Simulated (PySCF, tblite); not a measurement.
**F₂H₂O₂Si, a small molecule taken as a stand-in for a surface group (Si site with back bonds O, O, F): NMR shifts, core binding energies and electronic excitations**

Wanted: the NMR shifts, core binding energies and electronic excitations for `O[Si](O)(F)F`.

Computed with tblite 0.8.0 and PySCF 2.14.0; each step states its level. No surroundings beyond the atoms listed, unless a continuum is named. Atoms count from 0, parts from 1.

### Step 1. Starting point

7 atoms, charge 0, multiplicity 1; geometry: distance geometry start.

### Step 2. Relaxing the cluster with GFN2-xTB

What the job is given:

```
{"job": {"kind": "relax", "xc": "GFN2-xTB", "basis": "xTB"}, "charge": 0, "multiplicity": 1}
Si     0.574101    -0.109074     0.835171
O      0.216183     1.645363     0.939111
O     -0.011485    -0.720007    -0.701736
F      2.197271    -0.350692     0.987965
F     -0.247889    -0.887479     2.096906
H      0.861425     2.324354     1.230857
H      0.559124    -0.883113    -1.484060
```

Method: GFN2-xTB geometry optimisation, gas phase.

Started as:

```bash
> OMP_NUM_THREADS=1 python cluster_run.py task.json out
```

The driver reads the jobs from task.json and runs them one after another.

**Question.** The jobs that follow are: PBE0-D3(BJ)/def2-SVP geometry optimisation, gas phase; GIAO PBE0/pcSseg-2 NMR shielding, non-relativistic, gas phase; delta-SCF UKS SCAN, pcX-2 on the ionised atom, pcseg-1 elsewhere, spin-free X2C; TDDFT CAM-B3LYP/def2-SVPD, vertical, gas phase, core orbitals frozen in the response. Predict: point group; rotational constants (main isotopes); ¹H shifts against TMS (PBE0/pcSseg-2); ²⁹Si shifts against TMS (PBE0/pcSseg-2); ¹⁷O shifts against H2O (PBE0/pcSseg-2); ¹⁹F shifts against CFCl3 (PBE0/pcSseg-2); surface potential, 1st and 99th percentile; O1s binding energies, SCAN/pcX-2; F1s binding energies, SCAN/pcX-2; Si2p binding energies, SCAN/pcX-2; lowest singlet (CAM-B3LYP/def2-SVPD); brightest single state of those computed; lowest triplet; vertical ionisation energy (ΔSCF).

The runs gave:

| quantity | value |
| --- | --- |
| point group | C1 |
| rotational constants (main isotopes) | 4.05, 3.96, 3.81 GHz |
| ¹H shifts against TMS (PBE0/pcSseg-2) | 2.18, 2.15 ppm |
| ²⁹Si shifts against TMS (PBE0/pcSseg-2) | -85.0 ppm |
| ¹⁷O shifts against H2O (PBE0/pcSseg-2) | 41.0, 35.1 ppm |
| ¹⁹F shifts against CFCl3 (PBE0/pcSseg-2) | -152.2, -160.6 ppm |
| surface potential, 1st and 99th percentile | -1.02 V and 3.12 V |
| O1s binding energies, SCAN/pcX-2 | O1 539.95, O2 539.88 eV |
| F1s binding energies, SCAN/pcX-2 | F4 693.24, F3 693.19 eV |
| Si2p binding energies, SCAN/pcX-2 | Si0 110.40 eV |
| lowest singlet (CAM-B3LYP/def2-SVPD) | 8.48 eV (146 nm), f = 0.004 |
| brightest single state of those computed | state 4, 9.64 eV, f = 0.080 |
| lowest triplet | 8.08 eV |
| vertical ionisation energy (ΔSCF) | 13.14 eV |

**Reading.** Over 8 steps the energy fell by 0.032 eV; of the close pairs, Si0–F4 changed most, 1.580 to 1.601 Å (PBE0/def2-SVP). No frequency check was run at this level, so the end point may be a saddle. The O1s levels computed lie within 0.07 eV of one another, too close to rank. The F1s levels computed lie within 0.05 eV of one another, too close to rank. The first singlet state (HOMO→LUMO 0.84) lies at 8.48 eV and is weak; of the 6 states computed, the strongest absorption comes from state 4 at 9.64 eV. The lowest triplet lies 0.40 eV below the lowest singlet (triplets in Tamm-Dancoff, singlets in full TDDFT). The orbital energy would give 11.88 eV for ionisation, ΔSCF gives 13.14 eV.
